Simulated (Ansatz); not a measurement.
# ClFH4Si2: small, medium and large basis sets

One table from this session's results is given with a row withheld; the runs are named, their logs left out.

Computed with Ansatz 0.2.0, Gaussian basis. Level: one geometry, several basis sets.

Levels to be run: PBE0-D4/def2-SVP; ωB97M-V/def2-SVP; PBE0-D4/def2-QZVPP; ωB97M-V/def2-QZVPP; the functionals' def2-TZVPP values are taken from earlier runs.

## Structure used throughout

All runs share one geometry, relaxed beforehand with PBE0-D4 in a triple-zeta def2 set.

SMILES `F[SiH]([SiH3])Cl`, 8 atoms, charge 0, spin multiplicity 1.

Atoms are counted from 1 here; the program's logs count them from 0.

Bond lengths: F1–Si2 1.597 Å, Si2–Si3 2.339 Å, Si2–Cl4 2.049 Å, Si2–H5 1.481 Å, Si3–H6 1.487 Å, Si3–H7 1.486 Å, Si3–H8 1.485 Å. Angles: F1–Si2–Si3 109.8°, F1–Si2–Cl4 107.9°, F1–Si2–H5 107.2°, Si3–Si2–Cl4 109.0°, Si3–Si2–H5 115.4°, Cl4–Si2–H5 107.3°, Si2–Si3–H6 110.0°, Si2–Si3–H7 108.3°, Si2–Si3–H8 109.2°, H6–Si3–H7 109.5°, H6–Si3–H8 109.9°, H7–Si3–H8 109.9°.

Geometry (Å):

```tsv
atom	x (Å)	y (Å)	z (Å)
F1	-1.32901	1.79679	0.16119
Si2	-0.38292	0.81280	-0.66770
Si3	0.53899	-0.79299	0.76130
Cl4	-1.53407	-0.13011	-2.07593
H5	0.59657	1.65545	-1.39231
H6	1.35568	-0.13107	1.81233
H7	1.40355	-1.69385	-0.04440
H8	-0.55659	-1.57411	1.38961
```

Set-up of the first run:

The input, in.yaml:

```yaml
crystal:
  periodic: [false, false, false]
  atoms:
    - {symbol: F, position_ang: [-1.329010, 1.796786, 0.161190]}
    - {symbol: Si, position_ang: [-0.382923, 0.812798, -0.667701]}
    - {symbol: Si, position_ang: [0.538994, -0.792990, 0.761296]}
    - {symbol: Cl, position_ang: [-1.534069, -0.130112, -2.075926]}
    - {symbol: H, position_ang: [0.596573, 1.655450, -1.392306]}
    - {symbol: H, position_ang: [1.355680, -0.131068, 1.812333]}
    - {symbol: H, position_ang: [1.403548, -1.693849, -0.044400]}
    - {symbol: H, position_ang: [-0.556592, -1.574115, 1.389614]}
basis:
  gaussian: {orbitals: def2-SVP}
hamiltonian: {xc: pbe0, dispersion: d4}
output: {orbitals: {seedname: orbitals}}
```

Among the steps run: PBE0-D4 in def2-SVP; ωB97M-V in def2-SVP; PBE0-D4 in def2-QZVPP; ωB97M-V in def2-QZVPP.

One table of the session follows, with a row left open; its other results are not shown here.

It belongs to the step «Density functionals: the series». 

| functional | basis | HOMO (eV) |
| --- | --- | --- |
| PBE0-D4 | def2-SVP | -8.35 |
| PBE0-D4 | def2-TZVPP | -8.40 |
| PBE0-D4 | def2-QZVPP | -8.42 |
| ωB97M-V | def2-SVP | -10.37 |
| ωB97M-V | def2-TZVPP | ? |
| ωB97M-V | def2-QZVPP | -10.48 |

**Question.** Estimate the row for ωB97M-V, def2-TZVPP.

**Answer.** HOMO (eV): -10.45. In the column «HOMO (eV)» it lies between ωB97M-V, def2-QZVPP (-10.48) and ωB97M-V, def2-SVP (-10.37).
